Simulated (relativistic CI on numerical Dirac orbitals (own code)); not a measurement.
# Cr²⁺: L2,3 absorption multiplets

Wanted: the shape of the L2,3 absorption spectrum of Cr²⁺ in 5 surroundings, from the same atomic integrals.

Program: relativistic CI on numerical Dirac orbitals (own code) version 1. Level of theory: Dirac-Coulomb-Breit CI, KLI orbitals optimised for each configuration, model QED (radiative potential, 1s self-energy scaled to tabulated hydrogen-like ionisation energies), valence Slater integrals scaled by 0.8, multiplet model of core-to-valence dipole absorption. These are calculated values, not measurements, unless marked.

## 1. What is computed

| Item | Value |
| --- | --- |
| ion | Cr²⁺ (Cr III) |
| nuclear charge | 24 |
| electrons | 22 |
| configurations | [Ar] 3d4 → [He] 2s2 2p5 3s2 3p6 3d5 |
| magnetising field for the dichroism, Lz and Sz | exchange field 10 meV on Sz; these come from the lowest magnetised state alone (0 K) |
| temperature of the isotropic spectrum | 80 K |
| widths | Lorentz 0.24 eV, Gauss 0.3 eV |
| surrounding 1 | free ion |
| surrounding 2 | Oh, 10Dq = 25100 cm⁻¹ |
| surrounding 3 | D3d, 10Dq = 9900, Dsigma = -1030, Dtau = -130 cm⁻¹ |
| surrounding 4 | D3d, 10Dq = 16650, Dsigma = -1060, Dtau = -500 cm⁻¹ |
| surrounding 5 | Td, 10Dq = -7200 cm⁻¹ |

## 2. Surrounding 1: free ion

The run's settings:

```ini
atom Cr  Z=24  charge=2  electrons=22
nucleus A=52  rms_radius_fm=3.6452
hamiltonian dirac-coulomb  breit=on  qed=on  c_scale=1
orbitals kli  potential=per-configuration
slater_scale 0.8
correlation none
mixing on
configurations
  [Ar] 3d4
  [He] 2s2 2p5 3s2 3p6 3d5
end
absorption L2,3 T=80 lorentz=0.24 gauss=0.3
crystal_field free
```

## 3. Surrounding 2: Oh, 10Dq = 25100

Changes to the settings of step 2:

```diff
@@ -12,2 +12,2 @@
 absorption L2,3 T=80 lorentz=0.24 gauss=0.3
-crystal_field free
+crystal_field Oh 10Dq=25100
```

## 4. Surrounding 3: D3d, 10Dq = 9900, Dsigma = -1030, Dtau = -130

Changes to the settings of step 3:

```diff
@@ -12,2 +12,2 @@
 absorption L2,3 T=80 lorentz=0.24 gauss=0.3
-crystal_field Oh 10Dq=25100
+crystal_field D3d 10Dq=9900 Dsigma=-1030 Dtau=-130
```

## 5. Surrounding 4: D3d, 10Dq = 16650, Dsigma = -1060, Dtau = -500

Changes to the settings of step 4:

```diff
@@ -12,2 +12,2 @@
 absorption L2,3 T=80 lorentz=0.24 gauss=0.3
-crystal_field D3d 10Dq=9900 Dsigma=-1030 Dtau=-130
+crystal_field D3d 10Dq=16650 Dsigma=-1060 Dtau=-500
```

## 6. Surrounding 5: Td, 10Dq = -7200

Changes to the settings of step 5:

```diff
@@ -12,2 +12,2 @@
 absorption L2,3 T=80 lorentz=0.24 gauss=0.3
-crystal_field D3d 10Dq=16650 Dsigma=-1060 Dtau=-500
+crystal_field Td 10Dq=-7200
```

(Steps that only read results are left out.)

What does the calculation give? Wanted: highest peak, first run; ground spin; core spin-orbit splitting.

The runs gave:

| surrounding | ground S | Lz (0 K) | Sz (0 K) | centroid (eV) | share of the lower edge | up to four highest peaks (% of the highest), eV |
| --- | --- | --- | --- | --- | --- | --- |
| 1: free | 2.00 | 1.72 | -1.72 | 579.90 | - | 577.0 (100), 578.4 (61), 579.3 (51), 585.9 (25) |
| 2: Oh | 1.00 | -0.65 | -0.64 | 581.10 | - | 577.9 (95), 579.5 (100), 586.3 (73), 586.7 (81) |
| 3: D3d | 2.00 | 0.32 | -2.00 | 580.60 | - | 576.6 (45), 577.4 (100), 578.6 (64), 587.1 (42) |
| 4: D3d | 1.99 | -0.03 | -1.93 | 580.62 | - | 576.1 (46), 577.9 (100), 578.9 (52), 584.4 (40) |
| 5: Td | 2.00 | 1.00 | -2.00 | 580.33 | - | 577.2 (100), 577.9 (90), 579.4 (43), 586.5 (38) |

| quantity | value |
| --- | --- |
| highest peak, first run | 577.0 eV |
| ground spin (effective S from ⟨S²⟩) | 1.00 to 2.00 |
| core spin-orbit splitting (without Breit) | 9.01 eV |

What this shows: The ground spin changes between the runs (2.00 to 1.00), and the line shape with it. The position of the maximum differs by up to 2.5 eV between the surroundings, by shifts of peaks or by peaks exchanging rank. Edge positions are free-ion values and differ from those in solids by a few eV or more.
